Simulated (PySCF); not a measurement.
# CH₈BNSSi: electronic excitations and core binding energies

What electronic excitations and core binding energies should CH₈BNSSi (`CSBN[SiH3]`) show?

The runs use PySCF 2.14.0, with density-fitted response routines of our own; the level of theory stands in each step. All values are computed, except where a source is named. Atoms count from 0, in the outputs and in this text.

## 1. The starting structure

13 atoms, charge 0, multiplicity 1; geometry from: GFN2-xTB.

Bonds of the start (Å): C0–S1 1.83, S1–B2 1.79, B2–N3 1.40, N3–Si4 1.74, C0–H5 1.09, C0–H6 1.08, C0–H7 1.09, B2–H8 1.17, N3–H9 1.01, Si4–H10 1.46, Si4–H11 1.46, Si4–H12 1.47.

## 2. TDDFT and polarisability: CAM-B3LYP/def2-SVPD

The job: settings as JSON, then the geometry in Å.

```
{"job": {"kind": "uv", "xc": "CAM-B3LYP", "basis": "def2-SVPD", "nstates": 8, "ntriplets": 3}, "charge": 0, "multiplicity": 1}
C     -2.882793    -0.044901    -0.581454
S     -1.652531    -0.850624     0.502788
B     -0.112518    -0.071201     0.020790
N      1.078445    -0.430743     0.657969
Si     2.698783     0.126320     0.345304
H     -3.404643     0.717272    -0.010328
H     -2.385406     0.398047    -1.436789
H     -3.583919    -0.807518    -0.904788
H     -0.108771     0.727174    -0.833918
H      0.994452    -1.127916     1.383459
H      3.503536    -0.506726     1.389453
H      2.734747     1.586133     0.443478
H      3.116231    -0.298575    -0.993691
```

Method: TDDFT CAM-B3LYP/def2-SVPD, vertical, gas phase, core orbitals frozen in the response.

Command:

```bash
$ OMP_NUM_THREADS=1 python probes_run.py task.json out
```

The driver reads the jobs from task.json and runs them one after another.

**Question.** This job is followed by: delta-SCF UKS SCAN, pcX-2 on the ionised atom, pcseg-1 elsewhere, spin-free X2C. Predict these results of the whole session: lowest singlet (CAM-B3LYP/def2-SVPD); brightest single state of those computed; lowest triplet; C1s binding energies, SCAN/pcX-2; S1s binding energies, SCAN/pcX-2; S2p binding energies, SCAN/pcX-2; B1s binding energies, SCAN/pcX-2; N1s binding energies, SCAN/pcX-2; Si1s binding energies, SCAN/pcX-2; Si2p binding energies, SCAN/pcX-2.

As calculated:

| quantity | value |
| --- | --- |
| lowest singlet (CAM-B3LYP/def2-SVPD) | 5.82 eV (213 nm), f = 0.001 |
| brightest single state of those computed | state 2, 6.03 eV, f = 0.249 |
| lowest triplet | 5.08 eV |
| C1s binding energies, SCAN/pcX-2 | C0 291.16 eV |
| S1s binding energies, SCAN/pcX-2 | S1 2476.52 eV |
| S2p binding energies, SCAN/pcX-2 | S1 169.05 eV |
| B1s binding energies, SCAN/pcX-2 | B2 195.53 eV |
| N1s binding energies, SCAN/pcX-2 | N3 404.43 eV |
| Si1s binding energies, SCAN/pcX-2 | Si4 1846.94 eV |
| Si2p binding energies, SCAN/pcX-2 | Si4 107.35 eV |

In words: The lowest singlet, at 5.82 eV, is HOMO→LUMO 0.71, HOMO→LUMO+2 0.12 and is dark; of the 8 states computed, the strongest absorption comes from state 2 at 6.03 eV. The lowest triplet lies 0.73 eV below the lowest singlet (triplets in Tamm-Dancoff, singlets in full TDDFT).
